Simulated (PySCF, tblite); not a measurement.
**C₅H₅ClF radical: geometry, infrared bands and EPR parameters**

Aim: predict the infrared bands and EPR parameters of C₅H₅ClF radical (`[H]/[C]=C1/[C@@H](C)[C@]1(F)Cl`).

The runs use tblite 0.8.0 and PySCF 2.14.0, with density-fitted response routines of our own; the level of theory stands in each step. All values are computed, except where a source is named. Atoms are numbered from 0 throughout.

## (1) The molecule as given

12 atoms, charge 0, multiplicity 2; geometry from: force field or distance geometry start.

Bonds of the start (Å): C0–C1 1.31, C1–C2 1.44, C2–C3 1.48, C2–C4 1.50, C4–F5 1.38, C4–Cl6 1.76, C4–C1 1.45, C0–H7 1.06, C2–H8 1.09, C3–H9 1.10, C3–H10 1.10, C3–H11 1.09.

## (2) Geometry optimisation with GFN2-xTB

What the job is given:

```
{"job": {"kind": "relax", "xc": "GFN2-xTB", "basis": "xTB"}, "charge": 0, "multiplicity": 2}
C      1.825700    -0.693000     0.091700
C      1.000200    -0.055200    -0.705900
C     -0.424900    -0.050000    -0.532700
C     -1.141000    -0.652200     0.614300
C      0.378400     1.202200    -0.344300
F      0.529900     1.666100     0.946700
Cl     0.353900     2.423900    -1.612200
H      2.495900    -1.195100     0.747700
H     -0.989400    -0.172700    -1.453300
H     -0.622800    -0.508100     1.578200
H     -1.260600    -1.739000     0.466300
H     -2.144000    -0.227600     0.721600
```

The run is started by

```
OMP_NUM_THREADS=1 python probes_run.py task.json out
```

This one command runs all jobs of the session in turn.

**Question.** This job is followed by: GFN2-xTB harmonic vibrations, gas phase; UKS B3LYP, pcH-1 on C Cl F H, non-relativistic, mean-field spin-orbit, GIAO. Predict these results of the whole session: strongest single infrared mode (GFN2-xTB); zero-point energy (GFN2-xTB); g(iso) (B3LYP); ⟨S²⟩; largest a(iso) (averaged by class); potential on the surface of density 0.002 e/bohr³, 1st and 99th percentile.

**Answer**, as computed:

```
                                                                  quantity                 value
                                 strongest single infrared mode (GFN2-xTB)   611 cm⁻¹, 93 km/mol
                                              zero-point energy (GFN2-xTB)         50.5 kcal/mol
                                                            g(iso) (B3LYP)               2.00317
                                                                      ⟨S²⟩    0.761 (exact 0.75)
                                        largest a(iso) (averaged by class)  13C on C0, 229.6 MHz
potential on the surface of density 0.002 e/bohr³, 1st and 99th percentile    -0.72 V and 1.26 V
```

What this shows: Over 53 steps the energy fell by 1.211 eV; of the close pairs, C1–C4 changed most, 1.449 to 1.529 Å. All 30 modes are real, so the xTB geometry is a minimum. The strongest single mode, at 611 cm⁻¹, is spread over several atoms, H7, C0, C1 among them. Unscaled tight-binding wavenumbers are off by several per cent, some by more. Its intensities can rank the bands wrongly. C0 carries the largest spin population, 0.93 e. The isotropic g lies 0.8 ppt above the free-electron value. These values are for one conformer; the search (at its own cheap level) found 1 more, at 0.69 kcal/mol, and measured spectra average over such forms.
